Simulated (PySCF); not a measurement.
# FLa2⁺: edits of the settings

A base run and a few variants of its settings.

Method: each script names its method and basis; program: PySCF 2.14.0.

1 further run of the same task is left out (it didn't finish).

## 1. The starting structure

FLa2⁺: 3 atoms, charge 1, spin multiplicity 1.

Bond lengths: F1–La2 2.284 Å, F1–La3 2.284 Å, La2–La3 3.885 Å. Angles: La2–F1–La3 116.6°, F1–La2–La3 31.7°, F1–La3–La2 31.7°.

Geometry (Å):

```xyz
3
charge 1, multiplicity 1
F    -1.12370    0.01610    0.00000
La    0.07690   -0.00110    1.94240
La    0.07690   -0.00110   -1.94240
```

## 2. Base script

Contents of input.py:

```python
from pyscf import gto, scf, mcscf, mrpt

mol = gto.M(
    atom='F -1.1237 0.0161 0; La 0.0769 -0.0011 1.9424; La 0.0769 -0.0011 -1.9424',
    basis='def2-svp',
    ecp={'La': 'def2-svp'},
    charge=1,
    spin=0,
    verbose=4,
)
mf = scf.RHF(mol)
mf.kernel()
mc = mcscf.CASSCF(mf, 6, 4)
mc.kernel()
mc.analyze()
mrpt.NEVPT(mc).kernel()
mf.dip_moment()
print('orbital energies (hartree):', mf.mo_energy[..., max(0, mol.nelec[1]-3):mol.nelec[0]+3].round(4))
```

On the command line:

```sh
> OMP_NUM_THREADS=1 python input.py
```

The log of this run is left out.

Base result: E(SCF) = -161.464725 Eh, E(CAS) − E(SCF) = -0.07194 Eh, NEVPT2 = -0.45002 Eh.

The dipole of an ion depends on the origin.

## 3. M06l (RKS)

Run 1 changes functional: none (Hartree–Fock) → m06l; SCF type: RHF → RKS; step after the SCF: nevpt2 → analyze.

Contents of input.py:

```python
from pyscf import gto, dft

mol = gto.M(
    atom='F -1.1237 0.0161 0; La 0.0769 -0.0011 1.9424; La 0.0769 -0.0011 -1.9424',
    basis='def2-svp',
    ecp={'La': 'def2-svp'},
    charge=1,
    spin=0,
    verbose=4,
)
mf = dft.RKS(mol, xc='m06l')
mf.kernel()
mf.mulliken_pop()
mf.dip_moment()
print('orbital energies (hartree):', mf.mo_energy[..., max(0, mol.nelec[1]-3):mol.nelec[0]+3].round(4))
```

On the command line:

```sh
> OMP_NUM_THREADS=1 python input.py
```

## 4. Lanl2dz

Run 2 changes basis set: def2-svp → lanl2dz. The core potential changes with it: totals don't compare.

Changes to input.py since step 2:

```diff
@@ -4,4 +4,4 @@
     atom='F -1.1237 0.0161 0; La 0.0769 -0.0011 1.9424; La 0.0769 -0.0011 -1.9424',
-    basis='def2-svp',
-    ecp={'La': 'def2-svp'},
+    basis='lanl2dz',
+    ecp={'La': 'lanl2dz'},
     charge=1,
```

Before running it: what results should come out? Wanted: for each run, E(SCF); from base; gap; after the SCF.

The runs gave:

```
       run  E(SCF) (hartree)  from base (eV)  cycles  gap (eV)                                                                  after the SCF
      base       -161.464725               0      17      4.75  NEVPT2 correlation -14.203 eV (from the SCF energy, the CASSCF gain included)
m06l (RKS)       -162.680282  not comparable      14      0.63                                                                            n/a
   lanl2dz       -160.915258  not comparable      18      4.54   NEVPT2 correlation -9.216 eV (from the SCF energy, the CASSCF gain included)
```

Distance from each run's final energy (log10 hartree) by cycle:

| run | cycle 1 | cycle 2 | cycle 3 | cycle 5 | cycle 8 | cycle 12 |
| --- | --- | --- | --- | --- | --- | --- |
| base | -1.0 | -1.3 | -2.1 | -2.7 | -4.1 | -6.8 |
| m06l (RKS) | -0.5 | 0.3 | -0.8 | -2.4 | -5.4 | -6.6 |
| lanl2dz | -0.4 | -1.1 | -1.9 | -2.5 | -4.0 | -6.6 |

In words: Total energies of different functionals can't be compared with each other; differences within one functional can.
